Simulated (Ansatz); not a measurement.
# Re: the cost of one run

Computed with Ansatz 0.2.0 (DFT PBEsol, scalar-relativistic, unless a step's input says otherwise).

**1. Starting point**

The structure is hexagonal, space group P6_3/mmc (No. 194). The conventional cell has a = 2.603 Å, b = 2.603 Å, c = 4.162 Å, α = 90.00°, β = 90.00°, γ = 120.00°. Re (site symmetry -6m2) is surrounded by 12 Re at 2.57 to 2.60 Å.

As a file:

```
Re
1.0
     2.60290    0.00000    0.00000
    -1.30145    2.25418    0.00000
     0.00000    0.00000    4.16200
Re
2
Direct
  0.33333 0.66667 0.25000
  0.66667 0.33333 0.75000
```

Atoms are numbered in the order of the input: Re1, Re2.

**2. The deformed structure**

Space group P6_3/mmc before, P6_3/mmc after.

**3. All-electron LAPW**

input.yaml reads:

```yaml
crystal:
  lattice:
    - [2.6029010724, 0.0, 0.0]
    - [-1.3014505362, 2.2541784522, 0.0]
    - [0.0, 0.0, 4.12038]
  atoms:
    - { symbol: Re, position: [0.3333333333, 0.6666666667, 0.25] }
    - { symbol: Re, position: [0.6666666667, 0.3333333333, 0.75] }
kpoints:
  mp_grid: { grid: [18, 18, 10] }
  band_path:
    path:
      - [0.0, 0.0, 0.0]
      - [0.5, 0.0, 0.0]
      - [0.3333333333, 0.3333333333, 0.0]
      - [0.0, 0.0, 0.0]
      - [0.0, 0.0, 0.5]
      - [0.5, 0.0, 0.5]
      - [0.3333333333, 0.3333333333, 0.5]
      - [0.0, 0.0, 0.5]
      - [0.5, 0.0, 0.5]
    npoints: 5
scf:
  occupations: { method: fermi_dirac, width: 0.05 }
hamiltonian:
  xc: pbesol
  pseudopotentials: { kind: all_electron, lapw: { basis_error: 0.00025 } }
output:
  forces: true
  stress: true
  eigenvalues: true
```

Started as:

```sh
ansatz run input.yaml --threads 1 --pin off --max-ram 3072MiB --backend cpu --events-out ev --progress --plain --runs-dir out
```

**Question.** How long does this run take on 1 thread of Arm Neoverse V2, shared host, and how much memory does it need?

About 2.1 min, with a peak of 1.1 GiB.
